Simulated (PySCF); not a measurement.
**C5H11FO2Si, a complex of two parts: NMR shifts, part 1 of 2**

Aim: the NMR shifts of `C[C@@H]1C[C@H](F)[SiH2]O1` with `C=O`.

Computed with PySCF 2.14.0; each step states its level. No surroundings beyond the atoms listed, unless a continuum is named. Atoms count from 0, parts from 1.

### 1 The system as given

20 atoms, charge 0, multiplicity 1; geometry: GFN2-xTB, MD frame. Parts: 1 = atoms 0–15, `C[C@@H]1C[C@H](F)[SiH2]O1`, charge 0; 2 = atoms 16–19, `C=O`, charge 0.

### 2 NMR shieldings: 375 fs

The job: settings as JSON, then the geometry in Å.

```
{"job": {"kind": "nmr", "xc": "PBE0", "basis": "pcSseg-1", "pop": false}, "charge": 0, "multiplicity": 1, "parts": [{"atoms": "0-15", "charge": 0, "multiplicity": 1}, {"atoms": "16-19", "charge": 0, "multiplicity": 1}]}
C     -2.587912    -0.024309    -1.025662
C     -1.241851     0.198046    -1.803315
C     -0.051893    -0.709990    -1.534107
C      0.703623    -0.254273    -0.325222
F      0.240963    -0.977612     0.718362
Si     0.162145     1.572495    -0.085183
O     -0.749459     1.459933    -1.422270
H     -3.182104     0.896384    -1.146778
H     -2.309116    -0.244727     0.017032
H     -2.969511    -0.926914    -1.413244
H     -1.375513     0.234141    -2.913424
H      0.491015    -0.656122    -2.488669
H     -0.310876    -1.762822    -1.318933
H      1.750894    -0.502138    -0.377811
H      1.255703     2.467195    -0.555919
H     -0.528261     1.592959     1.208435
C      2.392683     0.518630     3.590969
O      2.588719     1.424828     4.318894
H      2.400383    -0.610088     3.861049
H      2.223861     0.687223     2.525490
```

Level: GIAO PBE0/pcSseg-1 NMR shielding, non-relativistic, gas phase.

The run is started by

```
$ OMP_NUM_THREADS=1 python cluster_run.py task.json out
```

This one command runs all jobs of the session in turn.

What it wrote:

```text
coarse grid: 17136 points
cycle   1  E = -735.9256810964  dE =  1.209e+00  |g| = 1.064e+00  |ddm| = 3.861e+00
cycle   2  E = -735.4335769320  dE =  4.921e-01  |g| = 1.931e+00  |ddm| = 2.445e+00
cycle   3  E = -736.1293126390  dE = -6.957e-01  |g| = 2.120e-01  |ddm| = 1.772e+00
cycle   4  E = -736.1365721803  dE = -7.260e-03  |g| = 9.757e-02  |ddm| = 1.830e-01
cycle   5  E = -736.1380353577  dE = -1.463e-03  |g| = 2.668e-02  |ddm| = 7.075e-02
cycle   6  E = -736.1381663235  dE = -1.310e-04  |g| = 7.697e-03  |ddm| = 2.661e-02
cycle   7  E = -736.1381768983  dE = -1.057e-05  |g| = 1.652e-03  |ddm| = 6.073e-03
cycle   8  E = -736.1381773316  dE = -4.333e-07  |g| = 6.404e-04  |ddm| = 1.605e-03
final grid: 161080 points
cycle   9  E = -736.2196765342  dE = -3.424e-05  |g| = 1.420e-02  |ddm| = 3.251e-02
cycle  10  E = -736.2196064180  dE =  7.012e-05  |g| = 2.424e-02  |ddm| = 2.309e-02
cycle  11  E = -736.2197134561  dE = -1.070e-04  |g| = 2.570e-03  |ddm| = 1.498e-02
cycle  12  E = -736.2197147775  dE = -1.321e-06  |g| = 4.091e-04  |ddm| = 1.814e-03
cycle  13  E = -736.2197148009  dE = -2.345e-08  |g| = 1.831e-04  |ddm| = 4.660e-04
cycle  14  E = -736.2197148072  dE = -6.303e-09  |g| = 3.951e-05  |ddm| = 1.773e-04
cycle  15  E = -736.2197148075  dE = -2.708e-10  |g| = 1.378e-05  |ddm| = 4.547e-05
converged SCF energy = -736.2197148075

GIAO shielding tensors (ppm)
atom      isotropic    diamagn.    paramagn.     s11        s22        s33       span
  0 C      159.475     250.796     -91.321    138.600    156.509    183.314     44.713
  1 C      103.220     250.148    -146.927     74.234     93.380    142.047     67.813
  2 C      141.737     250.257    -108.520    123.728    143.879    157.604     33.875
  3 C       98.517     247.931    -149.415     61.631     87.236    146.683     85.053
  4 F      407.491     478.284     -70.792    337.025    408.280    477.169    140.144
  5 Si     359.072     880.739    -521.668    318.515    343.287    415.413     96.898
  6 O      252.387     398.513    -146.126    186.134    261.555    309.472    123.338
  7 H       29.525      28.740       0.785     25.537     27.465     35.572     10.036
  8 H       29.909      31.637      -1.729     25.818     31.012     32.896      7.078
  9 H       31.108      30.170       0.938     27.051     28.622     37.652     10.601
 10 H       26.603      30.850      -4.247     23.760     24.426     31.624      7.864
 11 H       28.907      31.696      -2.789     23.002     27.931     35.787     12.784
 12 H       29.146      31.435      -2.289     25.894     27.515     34.029      8.135
 13 H       26.768      32.168      -5.400     22.694     27.055     30.555      7.860
 14 H       26.072      29.444      -3.372     22.105     23.951     32.160     10.055
 15 H       26.316      30.799      -4.483     23.176     24.358     31.414      8.237
 16 C       -6.812     255.819    -262.632    -94.194    -22.629     96.385    190.579
 17 O     -421.642     390.154    -811.796  -1169.708   -487.974    392.757   1562.464
 18 H       21.079      26.037      -4.959     19.276     20.391     23.569      4.294
 19 H       22.061      34.996     -12.935     20.366     21.029     24.787      4.421

== part 1 alone, relaxed ==
coarse grid: 13720 points
cycle   1  E = -621.7145344091  dE =  8.662e-01  |g| = 7.962e-01  |ddm| = 3.481e+00
cycle   2  E = -621.5644592273  dE =  1.501e-01  |g| = 1.223e+00  |ddm| = 1.785e+00
cycle   3  E = -621.8262874885  dE = -2.618e-01  |g| = 1.145e-01  |ddm| = 1.266e+00
cycle   4  E = -621.8286222726  dE = -2.335e-03  |g| = 4.594e-02  |ddm| = 1.241e-01
cycle   5  E = -621.8290445692  dE = -4.223e-04  |g| = 8.594e-03  |ddm| = 4.042e-02
cycle   6  E = -621.8290533390  dE = -8.770e-06  |g| = 4.091e-03  |ddm| = 8.252e-03
cycle   7  E = -621.8290562082  dE = -2.869e-06  |g| = 3.647e-04  |ddm| = 2.729e-03
final grid: 127920 points
cycle   8  E = -621.8887739246  dE = -3.679e-05  |g| = 1.128e-02  |ddm| = 2.721e-02
cycle   9  E = -621.8887449721  dE =  2.895e-05  |g| = 1.695e-02  |ddm| = 1.992e-02
cycle  10  E = -621.8887991303  dE = -5.416e-05  |g| = 1.216e-03  |ddm| = 1.233e-02
cycle  11  E = -621.8887994282  dE = -2.979e-07  |g| = 2.857e-04  |ddm| = 1.333e-03
cycle  12  E = -621.8887994445  dE = -1.630e-08  |g| = 7.555e-05  |ddm| = 3.203e-04
cycle  13  E = -621.8887994453  dE = -7.892e-10  |g| = 3.251e-05  |ddm| = 6.856e-05
cycle  14  E = -621.8887994455  dE = -1.751e-10  |g| = 4.744e-06  |ddm| = 2.749e-05
converged SCF energy = -621.8887994455

GIAO shielding tensors (ppm)
atom      isotropic    diamagn.    paramagn.     s11        s22        s33       span
  0 C      160.867     248.864     -87.997    139.923    158.800    183.878     43.955
  1 C      106.833     244.158    -137.325     69.702     96.482    154.316     84.614
  2 C      142.999     251.332    -108.333    131.049    146.730    151.218     20.169
  3 C       93.418     246.459    -153.040     53.451     78.294    148.509     95.059
  4 F      406.205     475.295     -69.090    348.601    406.649    463.364    114.763
  5 Si     352.198     879.914    -527.717    297.931    335.577    423.085    125.154
  6 O      277.991     397.094    -119.103    221.311    280.092    332.569    111.259
  7 H       30.247      29.433       0.815     26.143     27.865     36.733     10.590
  8 H       30.135      31.021      -0.886     25.693     31.331     33.379      7.686
  9 H       30.709      29.853       0.856     26.532     28.072     37.524     10.993
 10 H       27.000      30.654      -3.653     23.803     25.293     31.905      8.102
 11 H       29.828      31.493      -1.665     24.879     27.933     36.671     11.791
 12 H       29.562      31.160      -1.598     26.188     27.865     34.633      8.445
 13 H       26.418      29.502      -3.084     22.180     26.598     30.477      8.297
 14 H       26.735      28.979      -2.244     22.959     24.267     32.979     10.020
 15 H       26.519      29.058      -2.539     23.451     24.190     31.915      8.464

== part 2 alone, relaxed ==
coarse grid: 3416 points
cycle   1  E = -114.2411146865  dE =  2.315e-01  |g| = 6.968e-01  |ddm| = 1.619e+00
cycle   2  E = -113.8985407262  dE =  3.426e-01  |g| = 1.493e+00  |ddm| = 1.474e+00
cycle   3  E = -114.3376546661  dE = -4.391e-01  |g| = 3.543e-02  |ddm| = 1.094e+00
cycle   4  E = -114.3378581474  dE = -2.035e-04  |g| = 2.327e-02  |ddm| = 4.558e-02
cycle   5  E = -114.3379769192  dE = -1.188e-04  |g| = 5.261e-03  |ddm| = 1.513e-02
cycle   6  E = -114.3379820739  dE = -5.155e-06  |g| = 1.220e-03  |ddm| = 4.203e-03
final grid: 33160 points
cycle   7  E = -114.3602802136  dE =  8.527e-06  |g| = 1.101e-02  |ddm| = 1.022e-02
cycle   8  E = -114.3602133877  dE =  6.683e-05  |g| = 2.202e-02  |ddm| = 1.554e-02
cycle   9  E = -114.3603019651  dE = -8.858e-05  |g| = 5.604e-04  |ddm| = 1.118e-02
cycle  10  E = -114.3603020347  dE = -6.960e-08  |g| = 8.579e-05  |ddm| = 4.763e-04
cycle  11  E = -114.3603020364  dE = -1.722e-09  |g| = 1.110e-05  |ddm| = 5.926e-05
cycle  12  E = -114.3603020364  dE = -2.788e-11  |g| = 8.062e-07  |ddm| = 1.306e-05
converged SCF energy = -114.3603020364

GIAO shielding tensors (ppm)
atom      isotropic    diamagn.    paramagn.     s11        s22        s33       span
  0 C      -11.819     249.984    -261.803   -101.223    -35.107    100.872    202.095
  1 O     -460.867     397.629    -858.496  -1263.563   -524.950    405.912   1669.475
  2 H       21.660      28.651      -6.991     21.006     21.753     22.221      1.215
  3 H       21.660      28.651      -6.991     21.006     21.753     22.221      1.215
```

Run time: 58 s. Hardware: 1 thread of Arm Neoverse V1, shared host; peak memory 1 GiB.

The references, computed at this level on geometries of the same kind, shield at (ppm): $^{1}$H TMS 31.72, $^{13}$C TMS 186.9, $^{29}$Si TMS 349.2, $^{19}$F CFCl3 170.9, $^{17}$O H2O 336.1. Their shielding less the atom's gives the shift. The references are single molecules in the gas phase, so shifts against H2O, NH3, PH3, H3PO4 or CFCl3 are not on the usual liquid scales and can be off by tens of ppm. Each atom is listed at this fixed geometry, with no averaging over motion; a spectrum would average atoms that exchange fast.

```
atoms                              environment  σ (ppm)  δ (ppm)
  C16                  carbon bonded to O, 2 H     -6.8    193.7
   C3             carbon bonded to C, F, Si, H     98.5     88.4
   C1               carbon bonded to 2 C, O, H    103.2     83.7
   C2                carbon bonded to 2 C, 2 H    141.7     45.2
   C0                  carbon bonded to C, 3 H    159.5     27.5
  H18         hydrogen on a carbon bonded to O    21.08    10.64
  H19         hydrogen on a carbon bonded to O    22.06     9.66
  H14     hydrogen on a silicon bonded to C, O    26.07     5.64
  H15     hydrogen on a silicon bonded to C, O    26.32     5.40
  H10    hydrogen on a carbon bonded to 2 C, O    26.60     5.11
  H13  hydrogen on a carbon bonded to C, F, Si    26.77     4.95
  H11       hydrogen on a carbon bonded to 2 C    28.91     2.81
  H12       hydrogen on a carbon bonded to 2 C    29.15     2.57
   H7         hydrogen on a carbon bonded to C    29.52     2.19
   H8         hydrogen on a carbon bonded to C    29.91     1.81
   H9         hydrogen on a carbon bonded to C    31.11     0.61
   F4                     fluorine bonded to C    407.5   -236.5
  Si5              silicon bonded to C, O, 2 H    359.1     -9.9
  O17                       oxygen bonded to C   -421.6    757.7
   O6                   oxygen bonded to C, Si    252.4     83.7
```

Ring of atoms C1, C2, C3, Si5, O6: NICS(0) -4.8, NICS(1) -3.3, NICS(1)zz -5.3 ppm (means of both faces; NICS(1) differs between them: -4.3 and -2.2).

### 3 Nuclear shieldings: 600 fs

The job: settings as JSON, then the geometry in Å.

```
{"job": {"kind": "nmr", "xc": "PBE0", "basis": "pcSseg-1", "pop": false}, "charge": 0, "multiplicity": 1, "parts": [{"atoms": "0-15", "charge": 0, "multiplicity": 1}, {"atoms": "16-19", "charge": 0, "multiplicity": 1}]}
C     -2.786468    -0.045943    -0.800866
C     -1.558093     0.501716    -1.629131
C     -0.454279    -0.533968    -1.712401
C      0.416444    -0.468504    -0.453112
F     -0.218955    -1.205492     0.670375
Si     0.213231     1.477245    -0.052071
O     -1.025546     1.681181    -1.065220
H     -3.426672     0.760198    -0.476284
H     -2.492863    -0.546460     0.077008
H     -3.270707    -0.750903    -1.405788
H     -1.919065     0.770812    -2.670333
H      0.256007    -0.251639    -2.484399
H     -0.809531    -1.550451    -1.800412
H      1.338533    -1.081494    -0.457192
H      1.364331     2.292186    -0.561665
H     -0.108324     1.792646     1.357098
C      2.996188     0.334916     3.235990
O      2.877784     1.279588     3.889642
H      2.168163    -0.220682     2.812457
H      4.043465    -0.032982     2.879628
```

With the program's defaults for keys left out, this is: GIAO PBE0/pcSseg-1 NMR shielding, non-relativistic, gas phase.

What it wrote:

```text
coarse grid: 17136 points
cycle   1  E = -735.9276434218  dE =  1.018e+00  |g| = 1.080e+00  |ddm| = 3.824e+00
cycle   2  E = -735.4544932872  dE =  4.732e-01  |g| = 1.937e+00  |ddm| = 2.210e+00
cycle   3  E = -736.1381602669  dE = -6.837e-01  |g| = 1.727e-01  |ddm| = 1.567e+00
cycle   4  E = -736.1430694912  dE = -4.909e-03  |g| = 8.981e-02  |ddm| = 1.539e-01
cycle   5  E = -736.1443771043  dE = -1.308e-03  |g| = 2.589e-02  |ddm| = 6.120e-02
cycle   6  E = -736.1445026581  dE = -1.256e-04  |g| = 6.227e-03  |ddm| = 2.213e-02
cycle   7  E = -736.1445103141  dE = -7.656e-06  |g| = 9.929e-04  |ddm| = 4.678e-03
final grid: 161080 points
cycle   8  E = -736.2270713687  dE = -3.472e-05  |g| = 1.447e-02  |ddm| = 2.916e-02
cycle   9  E = -736.2270000976  dE =  7.127e-05  |g| = 2.453e-02  |ddm| = 2.346e-02
cycle  10  E = -736.2271106142  dE = -1.105e-04  |g| = 2.134e-03  |ddm| = 1.512e-02
cycle  11  E = -736.2271115312  dE = -9.170e-07  |g| = 4.663e-04  |ddm| = 1.623e-03
cycle  12  E = -736.2271115643  dE = -3.311e-08  |g| = 1.892e-04  |ddm| = 4.446e-04
cycle  13  E = -736.2271115706  dE = -6.293e-09  |g| = 3.901e-05  |ddm| = 1.510e-04
cycle  14  E = -736.2271115709  dE = -2.876e-10  |g| = 1.015e-05  |ddm| = 4.495e-05
converged SCF energy = -736.2271115709

GIAO shielding tensors (ppm)
atom      isotropic    diamagn.    paramagn.     s11        s22        s33       span
  0 C      163.552     248.758     -85.206    139.942    157.597    193.116     53.174
  1 C      104.748     244.815    -140.067     71.794     93.007    149.444     77.650
  2 C      144.351     253.873    -109.523    139.841    145.522    147.689      7.849
  3 C       70.967     250.028    -179.061     13.668     62.451    136.782    123.114
  4 F      381.360     477.281     -95.921    307.806    405.055    431.219    123.413
  5 Si     358.534     880.601    -522.067    308.157    338.226    429.219    121.062
  6 O      283.559     397.865    -114.306    226.342    295.336    328.999    102.657
  7 H       30.609      28.999       1.610     26.619     28.102     37.106     10.487
  8 H       30.901      32.921      -2.020     26.071     32.291     34.340      8.269
  9 H       31.749      29.836       1.913     27.767     28.788     38.691     10.924
 10 H       26.212      28.717      -2.505     22.758     24.694     31.183      8.425
 11 H       30.149      31.761      -1.612     25.220     28.022     37.204     11.985
 12 H       29.321      31.821      -2.501     25.878     27.653     34.431      8.553
 13 H       24.740      31.938      -7.199     20.223     24.830     29.167      8.944
 14 H       26.247      29.994      -3.747     22.534     24.177     32.030      9.495
 15 H       26.210      31.061      -4.850     22.866     24.044     31.720      8.854
 16 C        0.154     254.634    -254.480    -83.736    -12.439     96.637    180.373
 17 O     -400.429     393.766    -794.196  -1134.028   -459.076    391.816   1525.844
 18 H       22.131      34.569     -12.438     20.472     21.319     24.603      4.131
 19 H       21.307      24.914      -3.607     19.730     20.483     23.707      3.977
```

Run time: 37 s. Hardware: 1 thread of Arm Neoverse V1, shared host; peak memory 0.99 GiB.

In short: δ C16 186.8, C3 116.0, C1 82.2, C2 42.6, H19 10.41, H18 9.59 ppm.

### 4 Shielding tensors: 825 fs

The job: settings as JSON, then the geometry in Å.

```
{"job": {"kind": "nmr", "xc": "PBE0", "basis": "pcSseg-1", "pop": false}, "charge": 0, "multiplicity": 1, "parts": [{"atoms": "0-15", "charge": 0, "multiplicity": 1}, {"atoms": "16-19", "charge": 0, "multiplicity": 1}]}
C     -2.858139     0.275027    -1.415605
C     -1.411208     0.632719    -1.934217
C     -0.536041    -0.615219    -1.569524
C      0.072739    -0.415355    -0.157799
F     -0.723423    -1.191411     0.738434
Si    -0.004869     1.520099     0.111327
O     -0.888785     1.770884    -1.246878
H     -3.595093     1.104844    -1.502984
H     -2.823692    -0.003896    -0.342391
H     -3.212120    -0.657978    -2.021997
H     -1.435585     0.762507    -2.996675
H      0.360325    -0.643675    -2.238936
H     -1.046279    -1.549920    -1.585827
H      1.055046    -0.930987    -0.173802
H      1.364333     2.105000     0.106253
H     -0.765346     1.877798     1.312205
C      3.499630     0.071817     3.072689
O      3.663665     1.214666     3.345732
H      3.761131    -0.318566     2.034463
H      3.375776    -0.787422     3.753718
```

Level: GIAO PBE0/pcSseg-1 NMR shielding, non-relativistic, gas phase.

What it wrote:

```text
coarse grid: 17136 points
cycle   1  E = -735.9381841945  dE =  8.331e-01  |g| = 1.053e+00  |ddm| = 3.797e+00
cycle   2  E = -735.4277842286  dE =  5.104e-01  |g| = 1.954e+00  |ddm| = 2.183e+00
cycle   3  E = -736.1387402959  dE = -7.110e-01  |g| = 2.031e-01  |ddm| = 1.566e+00
cycle   4  E = -736.1451536443  dE = -6.413e-03  |g| = 1.045e-01  |ddm| = 1.732e-01
cycle   5  E = -736.1468981963  dE = -1.745e-03  |g| = 2.513e-02  |ddm| = 6.880e-02
cycle   6  E = -736.1470217664  dE = -1.236e-04  |g| = 7.390e-03  |ddm| = 2.383e-02
cycle   7  E = -736.1470323748  dE = -1.061e-05  |g| = 1.490e-03  |ddm| = 5.563e-03
cycle   8  E = -736.1470327153  dE = -3.405e-07  |g| = 7.026e-04  |ddm| = 1.448e-03
final grid: 161080 points
cycle   9  E = -736.2297428986  dE = -2.695e-05  |g| = 1.404e-02  |ddm| = 2.778e-02
cycle  10  E = -736.2296708056  dE =  7.209e-05  |g| = 2.437e-02  |ddm| = 2.263e-02
cycle  11  E = -736.2297795067  dE = -1.087e-04  |g| = 2.399e-03  |ddm| = 1.441e-02
cycle  12  E = -736.2297806580  dE = -1.151e-06  |g| = 4.648e-04  |ddm| = 1.694e-03
cycle  13  E = -736.2297806888  dE = -3.074e-08  |g| = 1.876e-04  |ddm| = 4.330e-04
cycle  14  E = -736.2297806953  dE = -6.497e-09  |g| = 4.091e-05  |ddm| = 1.711e-04
cycle  15  E = -736.2297806956  dE = -3.283e-10  |g| = 1.261e-05  |ddm| = 4.704e-05
converged SCF energy = -736.2297806956

GIAO shielding tensors (ppm)
atom      isotropic    diamagn.    paramagn.     s11        s22        s33       span
  0 C      148.956     248.760     -99.804    125.827    146.519    174.522     48.695
  1 C      104.748     246.344    -141.596     67.332     91.774    155.138     87.806
  2 C      135.332     255.070    -119.738    116.422    141.890    147.686     31.264
  3 C       84.269     248.292    -164.022     40.715     70.511    141.582    100.867
  4 F      385.485     476.942     -91.457    321.394    396.725    438.336    116.942
  5 Si     356.636     880.805    -524.170    307.173    327.378    435.356    128.183
  6 O      278.359     397.184    -118.826    234.645    269.949    330.482     95.837
  7 H       29.286      27.188       2.098     25.615     26.628     35.615     10.000
  8 H       29.286      30.949      -1.663     25.471     30.349     32.038      6.567
  9 H       28.871      27.030       1.840     24.795     26.738     35.079     10.284
 10 H       27.414      30.840      -3.427     24.548     25.751     31.941      7.393
 11 H       28.978      32.665      -3.687     23.924     27.945     35.066     11.141
 12 H       29.839      34.180      -4.341     26.647     28.716     34.153      7.506
 13 H       25.882      33.367      -7.485     21.771     26.541     29.335      7.564
 14 H       26.264      30.793      -4.529     22.537     24.076     32.177      9.640
 15 H       26.424      30.887      -4.463     23.225     24.495     31.552      8.327
 16 C      -11.749     246.114    -257.863    -95.891    -40.816    101.458    197.348
 17 O     -455.930     395.329    -851.259  -1262.485   -508.050    402.743   1665.229
 18 H       21.303      31.301      -9.998     19.897     21.382     22.631      2.735
 19 H       21.206      26.104      -4.898     17.936     22.165     23.517      5.581
```

It took 37 s on 1 thread of Arm Neoverse V1, shared host; peak memory 0.98 GiB.

In short: δ C16 198.7, C3 102.7, C1 82.2, C2 51.6, H19 10.51, H18 10.41 ppm.

(Continued in part 2 of 2.)
